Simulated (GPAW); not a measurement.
# Two attempts at BBrClF (bromochlorofluoroborane)

Aim: energy and one-electron properties of BBrClF (bromochlorofluoroborane) at LDA (PW92)/real-space grid (scalar-relativistic datasets).

The calculation is run with GPAW 26.7.0.

2 further runs of the same task are left out: 2 that didn't finish. Runs told in other sessions of the task aren't counted.

### Step 1. The structure to begin with

BBrClF has 4 atoms, charge 0, and is taken as a singlet. As SMILES, `FB(Cl)Br`. Geometry: relaxed at PBE0-D4/def2-TZVP.

Bond lengths: F1–B2 1.309 Å, B2–Cl3 1.737 Å, B2–Br4 1.903 Å. Angles: F1–B2–Cl3 119.4°, F1–B2–Br4 119.0°, Cl3–B2–Br4 121.6°.

### Step 2. The input as first written

run.py reads:

```python
import numpy as np
from ase.io.zmatrix import parse_zmatrix
from ase.units import Debye
from gpaw import GPAW

zmat = """
F
B 1 r2
Cl 2 r3 1 a3
Br 2 r4 1 a4 3 d4
"""
values = dict(r2=1.308908, r3=1.736768, a3=119.43825, r4=1.902707, a4=118.98131, d4=179.99875)
molecule = parse_zmatrix(zmat, defs=values)
molecule.center(vacuum=4.5)

calc = GPAW(mode="fd",
            h=0.2,
            xc="LDA",
            maxiter=77,
            poissonsolver={"name": "fft"},
            txt="-")
molecule.calc = calc

energy = molecule.get_potential_energy()
print(f"Energy                  {energy:.5f} eV")
forces = molecule.get_forces()
print("Forces (eV/Ang)")
for symbol, f in zip(molecule.symbols, forces):
    print(f'{symbol:2} {f[0]:9.4f} {f[1]:9.4f} {f[2]:9.4f}')
dipole = molecule.get_dipole_moment() / Debye
print(f"Dipole: {np.linalg.norm(dipole):.3f} D")
homo, lumo = calc.get_homo_lumo()
print(f"HOMO                    {homo:.3f} eV")
print(f"LUMO                    {lumo:.3f} eV")
print(f"Gap = {lumo - homo:.3f} eV")
```

The run is started by

```console
python run.py
```

The program printed:

```text
__  _  _
 | _ |_)|_||  |
 |__||  | ||/\| - 26.7.0

units:  Angstrom and eV
cores:  1
OpenMP: False

Versions:
  Python: 3.12.14
  ASE:    3.29.0
  Numpy:  2.5.5
  Scipy:  1.18.1
  Libxc:  7.0.0

        _gpaw.cpython-312-aarch64-linux-gnu.so

Input parameters:
  mode=FD(),
  h=0.2,
  maxiter=77,
  poissonsolver=PoissonSolver(name='fft'),
  xc=XC(name='LDA')
Traceback (most recent call last):
NotImplementedError

During handling of the above exception, another exception occurred:

AssertionError
```

Wall time 0.83 s (1 thread of Arm Neoverse V1, shared host); peak memory 0.16 GiB.

### Step 3. Reading the log

The input was rejected.

The log says `NotImplementedError`. Cause: the Poisson solver doesn't suit an isolated molecule.

### Step 4. The mended input

run.py reads:

```python
import numpy as np
from ase.io.zmatrix import parse_zmatrix
from ase.units import Debye
from gpaw import GPAW

system = parse_zmatrix("""
F
B 1 1.308908
Cl 2 1.736768 1 119.43825
Br 2 1.902707 1 118.98131 3 179.99875
""")
system.center(vacuum=4.5)

dft = GPAW(mode='fd', maxiter=100, xc='LDA', h=0.2, txt='-')
system.calc = dft

energy = system.get_potential_energy()
print(f'Energy = {energy:.5f} eV')
forces = system.get_forces()
print('Forces (eV/Ang)')
for symbol, f in zip(system.symbols, forces):
    print(f'{symbol:2} {f[0]:9.4f} {f[1]:9.4f} {f[2]:9.4f}')
dipole = system.get_dipole_moment() / Debye
print(f'Dipole = {np.linalg.norm(dipole):.3f} D')
homo, lumo = dft.get_homo_lumo()
print(f'HOMO                    {homo:.3f} eV')
print(f'LUMO: {lumo:.3f} eV')
print(f'Gap = {lumo - homo:.3f} eV')
```

The run is started by

```console
python run.py
```

The program printed:

```text
[...]
Number of symmetries: 1
[...]
  Number of IBZ points: 1
[...]
Spin-components: 1 (collinear spins)
Bands:           16
[...]
  Valence electrons: 24.0
[...]
  Grid points: [56 60 44]
  Charge: 0.0  # |e|
[...]
    cutoffs:
[...]
occupation numbers:
  # Zero width
[...]
xc functional:
  name: None
[...]
|iter     |     time |      energy | eigst |  dens |
[...]
|iter:   1| 00:00:01 |  -19.886208 | +0.85 |       |
[...]
|iter:  13| 00:00:09 |  -19.360113c| -7.52c| -5.62c|
Converged in 13 steps
[...]
Energy contributions relative to reference atoms: (reference = -86693.247098)
Energy contributions:
  Kinetic:          24.420248
  Coulomb:         -26.004068
  Zero:              0.640994
  External:          0.000000
  Xc:              -18.417288
  Entropy:           0.000000
  Spinorbit:         0.000000
  ----------------------------
  Free energy:     -19.360113
  Extrapolated:    -19.360113
dipole moment: (0.066740, -0.001218, -0.000002)  # |e|*Ang
Fermi level: -5.066
Eigenvalues  # (at kpt = [0.000, 0.000, 0.000])
| band index |      eig [eV] | occ [0-2] |
|------------|---------------|-----------|
|          0 |       -31.293 |     2.000 |
|        ... |               |           |
|          4 |       -12.610 |     2.000 |
|          5 |       -12.315 |     2.000 |
|          6 |       -12.176 |     2.000 |
|          7 |        -9.698 |     2.000 |
|          8 |        -9.229 |     2.000 |
|          9 |        -8.759 |     2.000 |
|         10 |        -8.101 |     2.000 |
|         11 |        -7.653 |     2.000 |
|         12 |        -2.479 |     0.000 |
|         13 |        -0.894 |     0.000 |
[...]
Gap: 5.174 eV
Transition (v -> c):
[...]
Forces (eV/Ang)
F     0.2108    0.2617   -0.0001
B     0.0569    0.0072    0.0001
Cl   -0.0793   -0.2279   -0.0000
Br   -0.0915    0.1731   -0.0000
Dipole = 0.321 D
HOMO                    -7.653 eV
LUMO: -2.479 eV
Gap = 5.174 eV
```

Wall time 9.7 s (1 thread of Arm Neoverse V1, shared host); peak memory 0.43 GiB.

### Step 5. Results

Level: LDA (PW92)/real-space grid (scalar-relativistic datasets).

```
                                              quantity        value
energy as printed (from the program's reference atoms)  -19.3601 eV
                                         dipole moment       0.32 D
                                           HOMO energy     -7.65 eV
                                           LUMO energy     -2.48 eV
                                         HOMO–LUMO gap      5.17 eV
```
